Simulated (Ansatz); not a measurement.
# CF₃GeN: small, medium and large basis sets

Aim: see how fast density functionals converge with the basis set for CF₃GeN.

Computed with Ansatz 0.2.0, Gaussian basis. Level: one geometry, several basis sets.

Levels to be run: PBE0-D4/def2-SVP; ωB97M-V/def2-SVP; PBE0-D4/def2-QZVPP; ωB97M-V/def2-QZVPP; the functionals' def2-TZVPP values are taken from earlier runs.

### Step 1. The relaxed structure

All runs share one geometry, relaxed beforehand with PBE0-D4 in a triple-zeta def2 set.

6 atoms, charge 0, spin multiplicity 1.

Atoms are counted from 1 here; the program's logs count them from 0.

Bond lengths: N1–C2 1.150 Å, C2–Ge3 1.891 Å, Ge3–F4 1.695 Å, Ge3–F5 1.695 Å, Ge3–F6 1.695 Å. Angles: N1–C2–Ge3 180.0°, C2–Ge3–F4 110.4°, C2–Ge3–F5 110.4°, C2–Ge3–F6 110.4°, F4–Ge3–F5 108.5°, F4–Ge3–F6 108.5°, F5–Ge3–F6 108.5°.

### Step 2. PBE0-D4 in def2-SVP

Input file in.yaml:

```yaml
crystal:
  periodic: [false, false, false]
  atoms:
    - {symbol: N, position_ang: [2.193470, -0.758660, 0.984262]}
    - {symbol: C, position_ang: [1.194033, -0.416713, 0.530831]}
    - {symbol: Ge, position_ang: [-0.450240, 0.145766, -0.215143]}
    - {symbol: F, position_ang: [-1.471954, -1.183167, -0.466178]}
    - {symbol: F, position_ang: [-0.193032, 0.914385, -1.703784]}
    - {symbol: F, position_ang: [-1.230278, 1.234388, 0.823812]}
basis:
  gaussian: {orbitals: def2-SVP}
hamiltonian: {xc: pbe0, dispersion: d4}
output: {orbitals: {seedname: orbitals}}
```

The run is started by

```sh
ansatz run in.yaml --threads 4 --pin off --events-out ev --progress --plain --max-ram 10444MiB
```

The runs that follow: ωB97M-V in def2-SVP; PBE0-D4 in def2-QZVPP; ωB97M-V in def2-QZVPP.

Q: Predict the results of all the runs planned. Wanted: PBE0-D4: double and triple zeta above quadruple; ωB97M-V: double and triple zeta above quadruple.

**Answer**, as computed:

| quantity | value |
| --- | --- |
| PBE0-D4: double and triple zeta above quadruple | 22.29, 1.83 eV |
| ωB97M-V: double and triple zeta above quadruple | 22.45, 1.74 eV |

In words: PBE0-D4 gains 20.46 eV from double to triple zeta, then 1.83 eV more. These are total energies; as a rule much of such shifts cancels in differences, which this series doesn't test.
